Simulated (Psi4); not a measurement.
# CHBClN (SMILES N#CBCl): HF/STO-3G

What is the vertical singlet–triplet gap of CHBClN at HF/STO-3G? 

The results are computed with Psi4 1.11.

1 further run of the same task is left out (set aside as unsound or not needed).

### 1 The structure to begin with

The species is CHBClN (5 atoms), meant as a singlet with charge 0. SMILES: `N#CBCl`. Geometry: relaxed at PBE0-D4/def2-TZVP.

Bond lengths: N1–C2 1.152 Å, C2–B3 1.528 Å, B3–Cl4 1.723 Å, B3–H5 1.187 Å. Angles: N1–C2–B3 178.6°, C2–B3–Cl4 119.2°, C2–B3–H5 120.7°, Cl4–B3–H5 120.1°.

### 2 Energy and forces at HF/STO-3G

chbcln.xyz

```xyz
5
CHBClN
N      1.053200    -1.411100     1.218200
C      0.513400    -0.630900     0.564200
B     -0.176600     0.429700    -0.293300
Cl    -1.594500     0.005200    -1.176200
H      0.254400     1.533500    -0.354200
```

run.py

```python
import psi4

psi4.set_memory(1600000000)
psi4.set_num_threads(1)
psi4.set_output_file('output.dat', False)

with open('chbcln.xyz') as f:
    atoms = ''.join(f.readlines()[2:])
mol = psi4.geometry('0 1\n' + atoms + 'symmetry c1\nno_reorient\nno_com')

psi4.set_options({
    'basis': 'STO-3G',
    'puream': True,
    'e_convergence': 1e-09,
    'd_convergence': 1e-08,
    'scf_type': 'pk',
})

energy_value, wavefunction = psi4.gradient('hf', return_wfn=True)
psi4.oeprop(wavefunction, 'DIPOLE', 'WIBERG_LOWDIN_INDICES', 'QUADRUPOLE', title='HF')
print('gradient / Eh bohr^-1')
print(energy_value.np.round(6))
print(f'energy = {wavefunction.energy():.10f} Eh')
```

Command:

```bash
$ python run.py
```

output.dat:

```text
[...]
  Running in c1 symmetry.
[...]
  Nuclear repulsion =  106.510896882930652
[...]
  Multiplicity = 1
[...]
  Nalpha       = 18
  Nbeta        = 18
[...]
    Number of basis functions: 25
[...]
   @RHF iter   1:  -570.56480296567247   -1.99538e+00   1.79582e-02 DIIS/ADIIS
[...]
   @RHF iter  12:  -570.69506378121196   -4.54747e-13   3.00209e-09 DIIS
[...]
    Orbital Energies [Eh]
    ---------------------
    Doubly Occupied:
       1A   -103.748638     2A    -15.398568     3A    -11.063989
       4A    -10.428955     5A     -7.872691     6A     -7.868154
       7A     -7.867078     8A     -7.553099     9A     -1.192674
      10A     -1.076774    11A     -0.768768    12A     -0.611149
      13A     -0.543697    14A     -0.499040    15A     -0.477488
      16A     -0.436846    17A     -0.435519    18A     -0.421550
[...]
  @RHF Final Energy:  -570.69506378121196
   => Energetics <=
    Nuclear Repulsion Energy =            106.5108968829306519
    One-Electron Energy =                -997.8825690486255553
    Two-Electron Energy =                 320.6766083844830177
    Total Energy =                       -570.6950637812119567
[...]
  -Total Gradient:
     Atom            X                  Y                   Z
    ------   -----------------  -----------------  -----------------
       1       -0.010525271964     0.016380483198    -0.013149168417
       2        0.007971893263    -0.016915162526     0.011480128311
       3       -0.026042796809    -0.019308297675    -0.012317814444
       4        0.022899278097     0.005158824053     0.014828569226
       5        0.005696897438     0.014684152950    -0.000841714676
[...]
 Multipole Moments:
 ------------------------------------------------------------------------------------
     Multipole            Electronic (a.u.)      Nuclear  (a.u.)        Total (a.u.)
 ------------------------------------------------------------------------------------
 L = 1.  Multiply by 2.5417464519 to convert [e a0] to [Debye]
 Dipole X            :         32.6817808          -32.6588138            0.0229670
 Dipole Y            :         19.3931167          -18.6944936            0.6986231
 Dipole Z            :         18.4957452          -18.7149027           -0.2191575
 Magnitude           :                                                    0.7325515
 L = 2.  Multiply by 1.3450342976 to convert [e a0^2] to [Debye ang]
 Quadrupole XX       :       -211.3433851          188.5095861          -22.8337991
 Quadrupole XY       :         45.7742985          -44.5557277            1.2185707
[...]
```

On the terminal:

```text
gradient / Eh bohr^-1
[[-0.010525  0.01638  -0.013149]
 [ 0.007972 -0.016915  0.01148 ]
 [-0.026043 -0.019308 -0.012318]
 [ 0.022899  0.005159  0.014829]
 [ 0.005697  0.014684 -0.000842]]
energy = -570.6950637812 Eh
```

Run time: 1.2 s. Hardware: 1 thread of Intel Xeon 6975P-C (Granite Rapids), shared host; peak memory 0.18 GiB.

### 3 The triplet: a single-point energy at UHF/STO-3G

chbcln.xyz is that of step 2.

chbcln.py

```python
import psi4

psi4.set_memory('1600 MB')
psi4.set_num_threads(1)
psi4.set_output_file('chbcln.out', False)

with open('chbcln.xyz') as f:
    atoms = ''.join(f.readlines()[2:])
m = psi4.geometry('0 3\n' + atoms + 'symmetry c1')

options = {'basis': 'STO-3G', 'reference': 'uhf', 'puream': True, 'e_convergence': 1e-09, 'd_convergence': 1e-08, 'scf_type': 'pk', 'maxiter': 200}
psi4.set_options(options)

E, wfn = psi4.energy("scf", return_wfn=True)
psi4.oeprop(wfn, "MAYER_INDICES", "MULLIKEN_CHARGES", "LOWDIN_CHARGES")
print(f'scf energy: {E:.10f} Eh')
```

Command:

```bash
$ python chbcln.py
```

chbcln.out:

```text
[...]
  Running in c1 symmetry.
[...]
  Nuclear repulsion =  106.510896882930652
[...]
  Multiplicity = 3
[...]
  Nalpha       = 19
  Nbeta        = 17
[...]
    Number of basis functions: 25
[...]
   @UHF iter   1:  -570.32896260011432   -1.75954e+00   1.60171e-02 ADIIS/DIIS
[...]
   @UHF iter  30:  -570.47226439491692    4.54747e-13   8.63534e-09 DIIS
[...]
   @S^2 Observed:                2.197519288E+00
[...]
    Orbital Energies [Eh]
    ---------------------
    Alpha Occupied:
       1A   -103.760503     2A    -15.430581     3A    -11.105307
       4A    -10.438546     5A     -7.885021     6A     -7.878342
       7A     -7.876857     8A     -7.419046     9A     -1.262065
      10A     -1.076270    11A     -0.773830    12A     -0.626944
      13A     -0.552125    14A     -0.543268    15A     -0.541136
      16A     -0.490185    17A     -0.478806    18A     -0.443354
      19A     -0.229547
    Alpha Virtual:
      20A      0.281203    21A      0.360548    22A      0.495172
      23A      0.637488    24A      0.731334    25A      1.250963
[...]
  @UHF Final Energy:  -570.47226439491692
   => Energetics <=
    Nuclear Repulsion Energy =            106.5108968829306519
    One-Electron Energy =                -997.7270396577227984
    Two-Electron Energy =                 320.7438783798751842
    Total Energy =                       -570.4722643949169196
  UHF NO Occupations:
  HONO-2 :   17  A 1.9492374
  HONO-1 :   18  A 1.0000000
[...]
 Multipole Moments:
 ------------------------------------------------------------------------------------
     Multipole            Electronic (a.u.)      Nuclear  (a.u.)        Total (a.u.)
 ------------------------------------------------------------------------------------
 L = 1.  Multiply by 2.5417464519 to convert [e a0] to [Debye]
 Dipole X            :         -1.2034875            1.3957032            0.1922157
 Dipole Y            :         -0.1123462            0.7599187            0.6475724
 Dipole Z            :         -0.8329589            0.7534152           -0.0795437
 Magnitude           :                                                    0.6801648
[...]
  Mulliken Charges: (a.u.)
   Center  Symbol    Alpha    Beta     Spin     Total
       1     N     4.09115  3.04450  1.04665 -0.13565
       2     C     2.68481  3.23073 -0.54591  0.08446
       3     B     2.94897  1.98477  0.96419  0.06626
       4    CL     8.69417  8.40768  0.28649 -0.10185
       5     H     0.58090  0.33232  0.24858  0.08678
   Total alpha = 19.00000, Total beta = 17.00000, Total charge =  0.00000
  Lowdin Charges: (a.u.)
   Center  Symbol    Alpha    Beta     Spin     Total
       1     N     4.02176  3.03237  0.98939 -0.05412
[...]
```

The script printed:

```text
scf energy: -570.4722643949 Eh
```

Run time: 1.2 s. Hardware: 1 thread of Intel Xeon 6975P-C (Granite Rapids), shared host; peak memory 0.18 GiB.

### 4 Summary of results

Level: HF/STO-3G.

| quantity | value |
| --- | --- |
| singlet: total energy | -570.69506 Eh |
| singlet: dipole moment | 1.86 D |
| singlet: HOMO energy | -11.47 eV |
| singlet: LUMO energy | 3.66 eV |
| singlet: HOMO–LUMO gap | 15.13 eV |
| singlet: largest force on an atom | 1.783 eV/Å |
| triplet: total energy | -570.47226 Eh |
| triplet: dipole moment | 1.73 D |
| triplet: HOMO energy (highest over α and β) | -6.25 eV |
| triplet: LUMO energy (lowest over α and β) | -3.17 eV |
| triplet: ⟨S²⟩ | 2.198 |
| vertical energy of the triplet above the singlet | 6.063 eV |

In words: At this shape the triplet lies 6.06 eV (140 kcal/mol) above the singlet. The largest force (singlet) is 1.78 eV/Å: the shape isn't a stationary point for this species at this level. In a minimal basis such a difference can be off by several eV, whatever the method. ⟨S²⟩ (triplet) is 2.20 where a pure triplet has 2.00: the reference is spin-contaminated. Mulliken charges (triplet) run from -0.14 on N1 to +0.09 on H5.
